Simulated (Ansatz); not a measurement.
# Al2Cu: a relaxation

Wanted: a converged relaxation for Al2Cu, and a check of what comes out. The structure is shown as the input types it.

Program: Ansatz 0.2.0. Level of theory: DFT, r2SCAN, PAW with Ansatz's default frozen-core files, scalar-relativistic. These are calculated values, not measurements.

### 1 Starting point

Symmetry: I4/mmm, No. 139, tetragonal system. The conventional cell has a = 3.770 Å, b = 3.770 Å, c = 5.293 Å, α = 90.00°, β = 90.00°, γ = 90.00°. Around Al (site symmetry -4m2) lie 4 Cu at 2.30 Å and 6 Al at 2.65 to 2.67 Å. Cu (site symmetry 4/mmm) has 8 Al at 2.30 Å as nearest neighbours.

Structure file:

```xyz
3
Lattice="-1.8848 1.8848 2.6467 1.8848 -1.8848 2.6467 1.8848 1.8848 -2.6467" Properties=species:S:1:pos:R:3 pbc="T T T"
Al    0.0000    1.8848    1.3234
Al    1.8848    0.0000    1.3234
Cu    0.0000    0.0000    2.6467
```

### 2 The calculation

input.yaml

```yaml
crystal:
  lattice:
    - [-1.8847983737, 1.8847983737, 2.6467212148]
    - [1.8847983737, -1.8847983737, 2.6467212148]
    - [1.8847983737, 1.8847983737, -2.6467212148]
  atoms:
    - { symbol: Al, position: [0.75, 0.25, 0.5] }
    - { symbol: Al, position: [0.25, 0.75, 0.5] }
    - { symbol: Cu, position: [0.5, 0.5, 0.0] }
kpoints:
  mp_grid: { grid: [13, 13, 13] }
scf:
  occupations: { method: fermi_dirac, width: 0.05 }
  max_iter: 75
hamiltonian:
  xc: r2scan
  pseudopotentials: { kind: paw }
output:
  forces: true
  stress: true
relax:
  f_tol: 0.01
  max_steps: 2
  cell: { stress_tol: 0.13, fix: [volume] }
```

On the command line:

```
$ ansatz run input.yaml --threads 1 --pin off --max-ram 3072MiB --backend cpu --events-out ev --progress --plain --runs-dir out
```

Q: Will this input give a usable result? If not, why, and what should change?

The relaxation stopped after 2 steps. The forces met their tolerance, but the stress was still 0.332 GPa off (tolerance 0.13). The cell it reached is not the equilibrium one.

The suspect setting: relax.max_steps is 2. The cap on geometry steps is too low for this start.

Remedy: set relax.max_steps to 30.
